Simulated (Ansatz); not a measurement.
# CH₄N₂OSi: up Jacob's ladder to CCSD(T)

An exercise on one series of results from a longer session: the logs are not shown, and one member is left open.

Method: functionals in def2-TZVPP, the program's frozen cores in correlated methods; program: Ansatz 0.2.0, Gaussian basis.

The runs, in order: LDA (SPW92), PBE-D4, revPBE-D4, BLYP-D4, r2SCAN-D4, B97M-V, PBE0-D4, B3LYP-D4, r2SCANh-D4, r2SCAN0-D4, HSE06-D4, BHLYP-D4, CAM-B3LYP-D4, LC-ωPBE, ωB97X-V, ωB97M-V, B2PLYP, PBE-QIDH; CCSD(T)/def2-SVP; CCSD(T)/def2-TZVPP; MP2/def2-QZVPP; extrapolation to the limit; RPA on PBE.

### The geometry

An earlier PBE0-D4 in a triple-zeta def2 set relaxation fixed the geometry.

9 atoms, charge 0, spin multiplicity 1.

Atoms are counted from 1 here; the program's logs count them from 0.

Bond lengths: N1–C2 1.156 Å, C2–N3 1.331 Å, N3–Si4 1.752 Å, N3–H6 1.010 Å, Si4–O5 1.634 Å, Si4–H7 1.474 Å, Si4–H8 1.478 Å, O5–H9 0.959 Å. Angles: N1–C2–N3 177.8°, C2–N3–Si4 123.1°, C2–N3–H6 114.7°, Si4–N3–H6 120.9°, N3–Si4–O5 114.1°, N3–Si4–H7 105.1°, N3–Si4–H8 104.9°, O5–Si4–H7 105.8°, O5–Si4–H8 111.6°, H7–Si4–H8 115.4°, Si4–O5–H9 119.1°.

Coordinates:

```xyz
9
CH4N2OSi
N     2.5748   -0.4662    1.1364
C     1.7863   -0.2525    0.3193
N     0.8434   -0.0281   -0.5927
Si   -0.8665   -0.2325   -0.2727
O    -1.5665    1.0483    0.4608
H     1.1625    0.4591   -1.4180
H    -1.4963   -0.3286   -1.6022
H    -0.9535   -1.4501    0.5610
H    -1.3958    1.2042    1.3911
```

The first run:

Input file in.yaml:

```yaml
crystal:
  periodic: [false, false, false]
  atoms:
    - {symbol: N, position_ang: [2.574841, -0.466190, 1.136426]}
    - {symbol: C, position_ang: [1.786266, -0.252461, 0.319301]}
    - {symbol: N, position_ang: [0.843425, -0.028149, -0.592673]}
    - {symbol: Si, position_ang: [-0.866450, -0.232464, -0.272711]}
    - {symbol: O, position_ang: [-1.566515, 1.048332, 0.460758]}
    - {symbol: H, position_ang: [1.162524, 0.459126, -1.418020]}
    - {symbol: H, position_ang: [-1.496332, -0.328581, -1.602162]}
    - {symbol: H, position_ang: [-0.953478, -1.450139, 0.560971]}
    - {symbol: H, position_ang: [-1.395783, 1.204225, 1.391108]}
basis:
  gaussian: {orbitals: def2-TZVPP}
hamiltonian: {xc: lda}
output: {orbitals: {seedname: orbitals}}
```

Run with:

```
> ansatz run in.yaml --threads 2 --pin off --events-out ev --progress --plain --max-ram 4352MiB
```

Steps of the session up to this table: LDA; PBE-D4 (GGA); revPBE-D4 (GGA); BLYP-D4 (GGA); r2SCAN-D4 (meta-GGA); B97M-V (meta-GGA); PBE0-D4 (hybrid); B3LYP-D4 (hybrid); r2SCANh-D4 (hybrid); r2SCAN0-D4 (hybrid); HSE06-D4 (hybrid); BHLYP-D4 (hybrid); CAM-B3LYP-D4 (range-separated); LC-ωPBE (range-separated); ωB97X-V (range-separated); ωB97M-V (range-separated); B2PLYP (double hybrid); PBE-QIDH (double hybrid).

One table of the session follows, with a row left open; its other results are not shown here.

It belongs to the step «Frontier levels by functional». 

```
  functional  HOMO (eV)  gap (eV)
 LDA (SPW92)      -6.82      5.55
      PBE-D4      -6.60      5.56
   revPBE-D4      -6.53      5.59
     BLYP-D4      -6.47      5.47
   r2SCAN-D4      -6.88      6.29
      B97M-V      -6.91      6.06
     PBE0-D4          ?         ?
    B3LYP-D4      -7.71      7.24
  r2SCANh-D4      -7.38      7.09
  r2SCAN0-D4      -8.14      8.27
    HSE06-D4      -7.54      7.00
    BHLYP-D4      -9.19      9.76
CAM-B3LYP-D4      -9.34     10.04
     LC-ωPBE     -10.72     12.70
     ωB97X-V     -10.32     12.12
     ωB97M-V     -10.23     11.64
```

**Question.** Estimate the row for PBE0-D4.

**Answer.** HOMO (eV): -7.95; gap (eV): 7.78. In the column «HOMO (eV)» it lies between r2SCAN0-D4 (-8.14) and B3LYP-D4 (-7.71).
